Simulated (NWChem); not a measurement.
**doublet [AsH3]+ at 5 levels**

Wanted: a comparison of 5 runs (UPBE/cc-pVTZ, U-revPBE/cc-pVTZ, UBLYP/cc-pVTZ, USVWN5/cc-pVTZ, UTPSS/cc-pVTZ) of doublet [AsH3]+. 

Program for the calculation: NWChem 7.3.0.

### 1 Starting point

The species is [AsH3]+ (4 atoms), meant as a doublet with charge +1. As SMILES of the parent species, `[AsH3]`. Geometry: relaxed at PBE0-D4/def2-TZVP. That shape belongs to the parent species and isn't relaxed for this state.

Bond lengths: As1–H2 1.522 Å, As1–H3 1.522 Å, As1–H4 1.522 Å. Angles: H2–As1–H3 92.0°, H2–As1–H4 92.0°, H3–As1–H4 92.0°.

### 2 A single-point energy at UPBE/cc-pVTZ (run 1)

ash3.nw reads:

```
start ash3
memory 2200 mb
charge 1

geometry units angstrom noautosym nocenter noautoz
  As   -0.215800    0.487600   -0.346000
  H     0.349900    0.630300    1.059400
  H    -1.068000   -0.705500    0.061100
  H     0.933900   -0.412500   -0.774500
end

basis spherical bse
  * library cc-pVTZ
end

dft
  xc xpbe96 cpbe96
  mult 2
  grid xfine
  convergence energy 1e-08
  iterations 100
  mulliken
  print low
end

task dft energy
```

Launch:

```console
nwchem ash3.nw > ash3.out
```

Standard output:

```text
[...]
 d= 0,ls=0.0,diis     1  -2236.5361892604 -2.27D+03  1.53D-02  2.49D+00    15.8
[...]
 d= 0,ls=0.0,diis     9  -2236.9761288372 -1.85D-09  2.13D-07  1.34D-09    89.1
[...]
         Total DFT energy =    -2236.976128837206
      One electron energy =    -3174.049625260379
           Coulomb energy =      985.401343415189
    Exchange-Corr. energy =      -83.481027474872
 Nuclear repulsion energy =       35.153180482855
[...]
      Total Density - Mulliken Population Analysis
     ---------------------------------------------
    Atom       Charge   Shell Charges
 -----------   ------   -------------------------------------------------------
    1 As  33    32.42   2.00  2.01  1.93  0.49  0.92  0.25  6.00  5.84  0.71  1.75  0.41  9.58  0.44  0.06  0.01
    2 H    1     0.86   0.22  0.49  0.12  0.00  0.03  0.00
    3 H    1     0.86   0.22  0.49  0.12  0.00  0.03  0.00
    4 H    1     0.86   0.22  0.49  0.12  0.00  0.03  0.00
[...]
      <S2> =      0.7517 (Exact =     0.7500)
[...]
```

Run time: 90 s. Hardware: 1 thread of Intel Xeon Platinum 8375C at 2.90GHz (Ice Lake), shared host; peak memory 0.14 GiB.

### 3 A single-point energy at U-revPBE/cc-pVTZ (run 2)

ash3.xyz reads:

```xyz
4

As    -0.215800     0.487600    -0.346000
H      0.349900     0.630300     1.059400
H     -1.068000    -0.705500     0.061100
H      0.933900    -0.412500    -0.774500
```

run.py reads:

```python
from ase.io import read
from ase.calculators.nwchem import NWChem

system = read('ash3.xyz')

calc = NWChem(
    label='ash3',
    theory='dft',
    memory='2200 mb',
    basis='cc-pVTZ',
    basispar='spherical bse',
    charge=1,
    dft={'xc': 'revpbe cpbe96', 'mult': '2', 'grid': 'xfine', 'convergence': 'energy 1e-08', 'iterations': '100', 'mulliken': None},
    task='energy',
)
system.calc = calc

e = system.get_potential_energy()
print(f"E = {e:.6f} eV")
```

Launch:

```console
export ASE_NWCHEM_COMMAND="nwchem PREFIX.nwi > PREFIX.nwo"
python run.py
```

Standard output:

```text
E = -60875.860596 eV
```

The calculator wrote ash3.nwi:

```
title "ash3"

permanent_dir ash3

scratch_dir ash3

start ash3

geometry units angstrom nocenter noautosym noautoz
  As -2.1579999999999999e-01 4.8759999999999998e-01 -3.4599999999999997e-01
  H  3.4989999999999999e-01 6.3029999999999997e-01 1.0593999999999999e+00
  H  -1.0680000000000001e+00 -7.0550000000000002e-01 6.1100000000000002e-02
  H  9.3389999999999995e-01 -4.1249999999999998e-01 -7.7449999999999997e-01
end

charge 1

memory 2200 mb

basis spherical bse noprint
   * library cc-pVTZ
end

dft
  xc revpbe cpbe96
  mult 2
  grid xfine
  convergence energy 1e-08
  iterations 100
  mulliken
end

task dft energy
```

ash3.nwo:

```text
Northwest Computational Chemistry Package (NWChem) 7.3.0
             --------------------------------------------------------

           Job information
           ---------------

    nwchem branch   = 7.3.0
    use scalapack   = T
    input           = ash3.nwi
    prefix          = ash3.
    data base       = ash3/ash3.db
    status          = startup
    nproc           =        1

           Memory information
           ------------------

    heap     =     72089598 doubles =      550.0 Mbytes
    stack    =     72089595 doubles =      550.0 Mbytes
    global   =    144179200 doubles =     1100.0 Mbytes (distinct from heap & stack)
    total    =    288358393 doubles =     2200.0 Mbytes
    verify   = yes
    hardfail = no

[... 92 lines left out ...]
  convergence criterion.
[... 17 lines left out ...]
          Convergence on gradient requested:  5.00D-04
[... 22 lines left out ...]
          Convergence aids based upon iterative change in
[... 30 lines left out ...]
 1-e energy   =   -3097.141139
[... 52 lines left out ...]
         Total DFT energy =    -2237.146631977147
[... 2 lines left out ...]
    Exchange-Corr. energy =      -83.659682951428
[... 619 lines left out ...]
                     DFT Final Beta Molecular Orbital Analysis
[... 700 lines left out ...]
 center of mass
 --------------
 x =  -0.38671140 y =   0.87377180 z =  -0.62002848

 moments of inertia (a.u.)
 ------------------
          16.211963882184          -0.303792290839           0.215901905402
          -0.303792290839          16.764762624122          -0.487437696623
           0.215901905402          -0.487437696623          16.423269001103

     Multipole analysis of the density
     ---------------------------------

     L   x y z        total         alpha         beta         nuclear
     -   - - -        -----         -----         ----         -------
     0   0 0 0      1.000000    -18.000000    -17.000000     36.000000

     1   1 0 0     -0.300702      6.642632      6.106357    -13.049692
[... 8 lines of this table left out ...]
     2   0 0 2    -10.814970    -16.925636    -14.160623     20.271289

 Task  times  cpu:       79.6s     wall:       79.6s
 Total times  cpu:       79.6s     wall:       79.6s
```

Wall time 81 s (1 thread of Intel Xeon Platinum 8375C at 2.90GHz (Ice Lake), shared host); peak memory 0.14 GiB.

Runs 3 to 4 aren't shown in full; the table further down has their settings and results.

### 4 A single-point energy at UTPSS/cc-pVTZ (run 5)

job.nw reads:

```
start job
title "AsH3 TPSS"
memory total 2200 mb
charge 1
geometry units angstroms noautosym nocenter noautoz
   As   -0.215800    0.487600   -0.346000
   H     0.349900    0.630300    1.059400
   H    -1.068000   -0.705500    0.061100
   H     0.933900   -0.412500   -0.774500
end
basis spherical bse
   * library cc-pVTZ
end
dft
   xc xtpss03 ctpss03
   mult 2
   grid xfine
   convergence energy 1e-08
   iterations 100
   mulliken
end
task dft energy
```

Launch:

```console
nwchem job.nw > job.out
```

Standard output:

```text
[...]
          Wavefunction type:  spin polarized.
          No. of atoms     :     4
          No. of electrons :    35
[...]
          Charge           :     1
          Spin multiplicity:     2
[...]
          AO basis - number of functions:    85
[...]
              XC Information
              --------------
                  TPSS metaGGA Exchange Functional  1.000
             TPSS03 metaGGA Correlation Functional  1.000
[...]
 d= 0,ls=0.0,diis     1  -2236.8308812100 -2.27D+03  1.52D-02  2.47D+00    16.8
[...]
 d= 0,ls=0.0,diis     9  -2237.2798210383 -6.32D-09  5.82D-07  2.78D-09    97.7
[...]
         Total DFT energy =    -2237.279821038315
      One electron energy =    -3173.881809258847
           Coulomb energy =      985.239135727809
    Exchange-Corr. energy =      -83.790327990133
 Nuclear repulsion energy =       35.153180482855
[...]
      Total Density - Mulliken Population Analysis
     ---------------------------------------------
    Atom       Charge   Shell Charges
 -----------   ------   -------------------------------------------------------
    1 As  33    32.34   2.00  2.01  1.94  0.47  0.91  0.25  6.00  5.84  0.70  1.74  0.37  9.58  0.44  0.06  0.01
    2 H    1     0.89   0.22  0.52  0.11  0.00  0.03  0.00
    3 H    1     0.89   0.22  0.52  0.11  0.00  0.03  0.00
    4 H    1     0.89   0.22  0.52  0.11  0.00  0.03  0.00
[...]
      <S2> =      0.7522 (Exact =     0.7500)
[...]
```

Wall time 98 s (1 thread of Intel Xeon Platinum 8375C at 2.90GHz (Ice Lake), shared host); peak memory 0.14 GiB.

### 5 All runs side by side

```tsv
run	level	energy (Eh)	⟨S²⟩	wall time
1	UPBE/cc-pVTZ	-2236.976129	0.752	90 s
2	U-revPBE/cc-pVTZ	-2237.146632	0.752	81 s
3	UBLYP/cc-pVTZ	-2237.364079	0.751	90 s
4	USVWN5/cc-pVTZ	-2234.002276	0.751	66 s
5	UTPSS/cc-pVTZ	-2237.279821	0.752	98 s
```

### 6 Outcome

| quantity | value |
| --- | --- |
| run 5: total energy | -2237.27982 Eh |
| run 5: HOMO energy (highest over α and β) | -15.89 eV |
| run 5: LUMO energy (lowest over α and β) | -13.96 eV |
| run 5: ⟨S²⟩ | 0.752 |

**Reading.** Totals of different functionals can't be ranked against each other. All runs together took 7.1 min, the longest 98 s.
